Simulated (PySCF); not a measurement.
**Tc¹²⁺: fine-structure interval with spin-orbit coupling**

Each state of technetium is computed at each level; their differences give the fine-structure interval. How far do the methods differ?

The numbers are computed with PySCF 2.14.0 (two-component X2C-1e, generalised determinants), except any that are marked as measured or tabulated.

### Step 1. What is computed

| Item | Value |
| --- | --- |
| Element | technetium (Z = 43) |
| Basis | an even-tempered Gaussian basis (18 s from 0.5 bohr⁻², ratio 2.8; 14 p from 0.65 bohr⁻², ratio 2.8; 9 d from 1.1 bohr⁻², ratio 2.8; 4 f from 3.8 bohr⁻², ratio 3) |
| Hamiltonian | two-component X2C-1e, Gaussian nucleus, no Breit or QED terms; spin-orbit coupling, run by run: screened by Boettger's factors; bare |
| Core shells frozen in the correlated runs | [Ne] (for Tc¹²⁺) |
| State 1 | Tc¹²⁺ 4p J=3/2: [Ar] 3d10 4s2 4p1; 4p3/2 filled at m_j = +3/2 |
| Needed too, but not shown | Tc¹²⁺ [Ar] 3d10 4s2 4p1 (2P) |
| Methods | GHF, GMP2 |

The outer shells:

Tc12+ [Ar] 3d10 4s2 4p1
```
[Ar] core
3d [↑↓][↑↓][↑↓][↑↓][↑↓]
4s [↑↓]
4p [↑ ][  ][  ]
```

A driver program built on PySCF's X2C-1e integrals ran all steps in one process from the settings above; there is no separate input file.

The integrals over 133 functions and the set-up took 2.1 s of CPU time.

### Step 2. Tc¹²⁺ 4p J=3/2

GHF (screened spin-orbit):

The log of the run:

```text
cycle= 1 E= -4236.1965073131  delta_E= -4.24e+03  |FDS-SDF|= 0.0538
cycle= 2 E= -4236.2010545781  delta_E= -0.00455  |FDS-SDF|= 0.00342
cycle= 3 E= -4236.2011950439  delta_E= -0.00014  |FDS-SDF|= 0.000763
cycle= 4 E= -4236.2012006316  delta_E= -5.59e-06  |FDS-SDF|= 0.000205
cycle= 5 E= -4236.2012012064  delta_E= -5.75e-07  |FDS-SDF|= 1.27e-05
cycle= 6 E= -4236.2012012103  delta_E= -3.91e-09  |FDS-SDF|= 1.32e-06
```

CPU time 15 s on a shared host, the integrals not counted.

Occupied spinors:

| spinor shell | electrons | mean energy (eV) | weight of the nominal j | rms radius (bohr) |
| --- | --- | --- | --- | --- |
| 1s1/2 | 2 | -21412.0 | 1.000 | 0.0394 |
| 2s1/2 | 2 | -3344.3 | 1.000 | 0.162 |
| 2p1/2 | 2 | -3094.8 | 1.000 | 0.141 |
| 2p3/2 | 4 | -2975.1 | 1.000 | 0.145 |
| 3s1/2 | 2 | -811.08 | 1.000 | 0.440 |
| 3p1/2 | 2 | -712.76 | 1.000 | 0.437 |
| 3p3/2 | 4 | -692.01 | 1.000 | 0.447 |
| 3d3/2 | 4 | -521.46 | 0.993 | 0.426 |
| 3d5/2 | 6 | -517.53 | 0.995 | 0.429 |
| 4s1/2 | 2 | -289.87 | 1.000 | 1.01 |
| 4p3/2 | 1 | -257.45 | 1.000 | 1.07 |

M_J = 3/2, ⟨J²⟩ = 3.754, ⟨L²⟩ = 2.009, ⟨S²⟩ = 0.757.

GMP2 (screened spin-orbit):

The driver printed no log here.

CPU time 2.8 s on a shared host, the integrals not counted.

With 21 electrons correlated and 82 very high virtual spinors dropped, the MP2 correlation energy is -0.83214 hartree. Largest pairs: 3d3/2-3d5/2 -0.1860, 3d5/2-3d5/2 -0.1300, 3d5/2-3p3/2 -0.0642, 3d3/2-3d3/2 -0.0559, 3d3/2-3p3/2 -0.0440.

GHF (bare spin-orbit):

The log of the run:

```text
cycle= 1 E= -4236.2526964861  delta_E= -4.24e+03  |FDS-SDF|= 0.0565
cycle= 2 E= -4236.2573462361  delta_E= -0.00465  |FDS-SDF|= 0.00348
cycle= 3 E= -4236.2574875328  delta_E= -0.000141  |FDS-SDF|= 0.000749
cycle= 4 E= -4236.2574931026  delta_E= -5.57e-06  |FDS-SDF|= 0.000207
cycle= 5 E= -4236.2574936518  delta_E= -5.49e-07  |FDS-SDF|= 1.35e-05
cycle= 6 E= -4236.2574936562  delta_E= -4.41e-09  |FDS-SDF|= 1.35e-06
cycle= 7 E= -4236.2574936562  delta_E= -9.09e-12  |FDS-SDF|= 4.82e-08
```

It used 15 s of CPU time after the integrals (shared host).

The outer occupied spinors:

| spinor shell | electrons | mean energy (eV) | weight of the nominal j | rms radius (bohr) |
| --- | --- | --- | --- | --- |
| 2p3/2 | 4 | -2973.2 | 1.000 | 0.145 |
| 3s1/2 | 2 | -811.08 | 1.000 | 0.440 |
| 3p1/2 | 2 | -713.50 | 1.000 | 0.437 |
| 3p3/2 | 4 | -691.70 | 1.000 | 0.447 |
| 3d3/2 | 4 | -522.20 | 0.996 | 0.426 |
| 3d5/2 | 6 | -517.05 | 0.997 | 0.430 |
| 4s1/2 | 2 | -289.88 | 1.000 | 1.01 |
| 4p3/2 | 1 | -257.38 | 1.000 | 1.08 |

M_J = 3/2, ⟨J²⟩ = 3.754, ⟨L²⟩ = 2.010, ⟨S²⟩ = 0.758.

### Step 3. The energy differences

Fine-structure interval: Tc¹²⁺ [Ar] 3d10 4s2 4p1 [4p1/2^1, M_J = 1/2] → Tc¹²⁺ [Ar] 3d10 4s2 4p1 [4p3/2^1, M_J = 3/2].

| method | value (eV) |
| --- | --- |
| GHF (screened spin-orbit) | 4.491 |
| GMP2 (screened spin-orbit) | 4.335 |
| GHF (bare spin-orbit) | 4.709 |

The differences also use runs on Tc¹²⁺ [Ar] 3d10 4s2 4p1 (2P), which are not shown here.

### Step 4. Summary of results

| quantity | value |
| --- | --- |
| fine-structure interval, Tc¹²⁺ → 4p J=3/2 | GHF (screened spin-orbit) 4.491, GMP2 (screened spin-orbit) 4.335 eV |

What this shows: The methods span 0.374 eV, from GMP2 (screened spin-orbit) (4.335) to GHF (bare spin-orbit) (4.709). No reference value is at hand in this session. All values hold for this basis alone; no basis-set limit was taken.
